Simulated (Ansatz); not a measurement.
# Sn7H2: the cost of one run

Program: Ansatz 0.2.0. Level of theory: DFT PBEsol, scalar-relativistic, plane waves, PAW. These are calculated values, not measurements.

### 1 The starting structure

It takes space group Fd-3m (No. 227, cubic). Conventional cell: a = 6.491 Å, b = 6.491 Å, c = 6.491 Å, α = 90.00°, β = 90.00°, γ = 90.00°. Sn (site symmetry -43m) has 4 Sn at 2.81 Å as nearest neighbours.

Structure file:

```xyz
2
Lattice="0.0000 3.2456 3.2456 3.2456 0.0000 3.2456 3.2456 3.2456 0.0000" Properties=species:S:1:pos:R:3 pbc="T T T"
Sn    3.2456    3.2456    3.2456
Sn    4.8684    4.8684    4.8684
```

The structure comes from the Crystallography Open Database.

### 5 Setting up the map

Atoms count from 1 in the order of the input.

Two atoms of the surface dimers are held at set heights.

- height of Sn13 above its place in the flat dimer: 7 values from −0.771 to 0.746 Å
- height of Sn14 above its place in the flat dimer: 7 values from −0.771 to 0.746 Å

Relaxed at each point: all atoms of the upper layers, but for the two heights. Points are written as (first, second).

(The set-up runs are not shown.)

### 6 Grid point (0.000 Å, 0.000 Å)

input.yaml reads:

```yaml
crystal:
  lattice:
    - [4.6255803528, 0.0, 0.0]
    - [0.0, 9.2511607056, 0.0]
    - [0.0, 0.0, 23.678474177]
  atoms:
    - { symbol: Sn, position: [0.0, 0.25, 0.2118437377] }
    - { symbol: Sn, position: [0.0, 0.75, 0.2118437377] }
    - { symbol: Sn, position: [0.0, 0.5, 0.2809102496] }
    - { symbol: Sn, position: [0.0, 0.0, 0.2809102496] }
    - { symbol: Sn, position: [0.5, 0.5, 0.3499767614] }
    - { symbol: Sn, position: [0.5, 0.0, 0.3499767614] }
    - { symbol: Sn, position: [0.5, 0.75, 0.4200408192] }
    - { symbol: Sn, position: [0.5, 0.25, 0.4175199173] }
    - { symbol: Sn, position: [0.0, 0.75, 0.4901772976] }
    - { symbol: Sn, position: [0.0, 0.25, 0.4855482951] }
    - { symbol: Sn, position: [0.0, 0.0024965905, 0.5575806867] }
    - { symbol: Sn, position: [0.0, 0.4975034095, 0.5575806867] }
    - { symbol: Sn, position: [0.5, 0.0942042957, 0.6149362689] }
    - { symbol: Sn, position: [0.5, 0.4057957043, 0.6149362689] }
    - { symbol: H, position: [-0.3045898427, 0.25, 0.1694126054] }
    - { symbol: H, position: [0.3045898427, 0.25, 0.1694126054] }
    - { symbol: H, position: [0.3027625626, 0.75, 0.1688415084] }
    - { symbol: H, position: [-0.3027625626, 0.75, 0.1688415084] }
basis:
  ecutwfc: 420
kpoints:
  mp_grid: { grid: [6, 3, 1] }
hamiltonian:
  xc: pbesol
scf:
  occupations: { method: gaussian, width: 0.05 }
output:
  forces: true
  eigenvalues: true
relax:
  adjacent_minimum: "off"
  f_tol: 0.03
  max_steps: 30
  constraints:
    - { sites: [0, 1, 2, 3, 4, 5, 14, 15, 16, 17] }
    - { sites: [12, 13], fix: z }
efield:
  axis: 3
  dipole_correction: true
  ramp_width: 0.04
```

Launch:

```
$ ansatz run input.yaml --threads 4 --pin off --max-ram 12288MiB --backend cpu --events-out ev --progress --plain --runs-dir out
```

**Question.** How long does this run take on 4 threads of Arm Neoverse V2, shared host, and how much memory does it need?

About 64 s, with a peak of 2.6 GiB.
